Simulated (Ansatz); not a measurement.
**C₄H₃F₇: a ladder of functionals and wavefunction methods**

Aim: compute C₄H₃F₇ with functionals from several rungs and with coupled cluster, and see how far each lands from CCSD(T) at the basis-set limit for the atomisation energy.

Computed with Ansatz 0.2.0, Gaussian basis. Level: functionals in def2-TZVPP, the program's frozen cores in correlated methods.

The runs, in order: LDA (SPW92), PBE-D4, revPBE-D4, BLYP-D4, r2SCAN-D4, B97M-V, PBE0-D4, B3LYP-D4, r2SCANh-D4, r2SCAN0-D4, HSE06-D4, BHLYP-D4, CAM-B3LYP-D4, LC-ωPBE, ωB97X-V, ωB97M-V, B2PLYP, PBE-QIDH; CCSD(T)/def2-SVP; CCSD(T)/def2-TZVPP; MP2/def2-QZVPP; extrapolation to the limit; RPA on PBE.

## 1. The relaxed structure

The geometry comes from an earlier relaxation with PBE0-D4 in a triple-zeta def2 set; it is a stationary point, not always the lowest conformer.

SMILES `FCC(F)(F)C(F)(F)C(F)F`, 14 atoms, charge 0, spin multiplicity 1.

Atoms are counted from 1 here; the program's logs count them from 0.

Bond lengths: F1–C2 1.367 Å, C2–C3 1.517 Å, C2–H12 1.090 Å, C2–H13 1.092 Å, C3–F4 1.345 Å, C3–F5 1.356 Å, C3–C6 1.548 Å, C6–F7 1.346 Å, C6–F8 1.342 Å, C6–C9 1.536 Å, C9–F10 1.351 Å, C9–F11 1.341 Å, C9–H14 1.092 Å. Angles: F1–C2–C3 108.4°, F1–C2–H12 109.3°, F1–C2–H13 109.5°, C3–C2–H12 110.3°, C3–C2–H13 109.1°, H12–C2–H13 110.2°, C2–C3–F4 109.3°, C2–C3–F5 110.3°, C2–C3–C6 114.7°, F4–C3–F5 107.5°, F4–C3–C6 107.6°, F5–C3–C6 107.1°, C3–C6–F7 108.8°, C3–C6–F8 108.4°, C3–C6–C9 114.6°, F7–C6–F8 108.5°, F7–C6–C9 109.6°, F8–C6–C9 106.8° and more.

## 2. LDA

This LDA is Slater exchange with PW92 correlation.

Contents of in.yaml:

```yaml
crystal:
  periodic: [false, false, false]
  atoms:
    - {symbol: F, position_ang: [-2.407701, 1.553980, -0.412947]}
    - {symbol: C, position_ang: [-1.435367, 0.636619, -0.697604]}
    - {symbol: C, position_ang: [-0.722860, 0.277519, 0.592624]}
    - {symbol: F, position_ang: [-1.616023, -0.206233, 1.473939]}
    - {symbol: F, position_ang: [-0.162742, 1.382517, 1.143667]}
    - {symbol: C, position_ang: [0.401798, -0.775682, 0.438837]}
    - {symbol: F, position_ang: [-0.050896, -1.785815, -0.327396]}
    - {symbol: F, position_ang: [0.696002, -1.261852, 1.655062]}
    - {symbol: C, position_ang: [1.711919, -0.230859, -0.149592]}
    - {symbol: F, position_ang: [1.480208, 0.277065, -1.379815]}
    - {symbol: F, position_ang: [2.579053, -1.246050, -0.270071]}
    - {symbol: H, position_ang: [-0.732009, 1.066038, -1.411675]}
    - {symbol: H, position_ang: [-1.894109, -0.261965, -1.114911]}
    - {symbol: H, position_ang: [2.139825, 0.545518, 0.488880]}
basis:
  gaussian: {orbitals: def2-TZVPP}
hamiltonian: {xc: lda}
output: {orbitals: {seedname: orbitals}}
```

On the command line:

```bash
$ ansatz run in.yaml --threads 4 --pin off --events-out ev --progress --plain --max-ram 66560MiB --backend cuda --devices 0, --max-vram 37GiB
```

After this run come: PBE-D4 (GGA); revPBE-D4 (GGA); BLYP-D4 (GGA); r2SCAN-D4 (meta-GGA); B97M-V (meta-GGA); B3LYP-D4 (hybrid); r2SCANh-D4 (hybrid); r2SCAN0-D4 (hybrid); HSE06-D4 (hybrid); BHLYP-D4 (hybrid); CAM-B3LYP-D4 (range-separated); LC-ωPBE (range-separated); ωB97X-V (range-separated); ωB97M-V (range-separated); B2PLYP (double hybrid); PBE-QIDH (double hybrid); CCSD(T) in def2-SVP; CCSD(T) in def2-TZVPP; MP2 in def2-QZVPP; RPA on PBE orbitals.

**Question.** What will the summary of the whole plan be? Wanted: atomisation energy, CCSD(T)/CBS; farthest beyond LDA; mean size of error, GGA; mean size of error, meta-GGA; mean size of error, hybrid; mean size of error, range-separated; mean size of error, double hybrid; gap, smallest and largest; T1 diagnostic.

**Answer**, as computed:

| quantity | value |
| --- | --- |
| atomisation energy, CCSD(T)/CBS | 5732.1 kJ/mol |
| functionals within 28.7 kJ/mol (0.5 %) | BLYP-D4, B97M-V, r2SCANh-D4, PBE-QIDH |
| farthest beyond LDA | BHLYP-D4 (-332.0 kJ/mol) |
| mean size of error, GGA | 115.2 kJ/mol |
| mean size of error, meta-GGA | 29.2 kJ/mol |
| mean size of error, hybrid | 105.4 kJ/mol |
| mean size of error, range-separated | 48.5 kJ/mol |
| mean size of error, double hybrid | 47.8 kJ/mol |
| gap, smallest and largest | 7.50 eV (LDA (SPW92)), 15.84 eV (LC-ωPBE) |
| T1 diagnostic | 0.0120 |
| triples share of the correlation energy | 3.2 % |

**Reading.** The LDA atomisation energy is off by 1254.3 kJ/mol (22 %): it overbinds. PBE-D4 misses by +278.2 kJ/mol. Double hybrids carry the basis error of their MP2 part in triple zeta, and no dispersion term here, so their miss is partly the set-up's. By mean error the best rung here is meta-GGA (29.2 kJ/mol) and the worst beyond LDA is GGA (115.2 kJ/mol). Misses under about 28.7 kJ/mol are within the doubt on the reference itself, which lacks core-valence correlation, relativity and higher excitations. Hartree-Fock recovers 68 % of the binding; the rest is correlation. CCSD(T) in def2-SVP is off by -261.7 kJ/mol, worse than the median functional, from the basis alone. The gap grows from 7.5 to 15.8 eV across the functionals, mostly with the share of exact exchange.
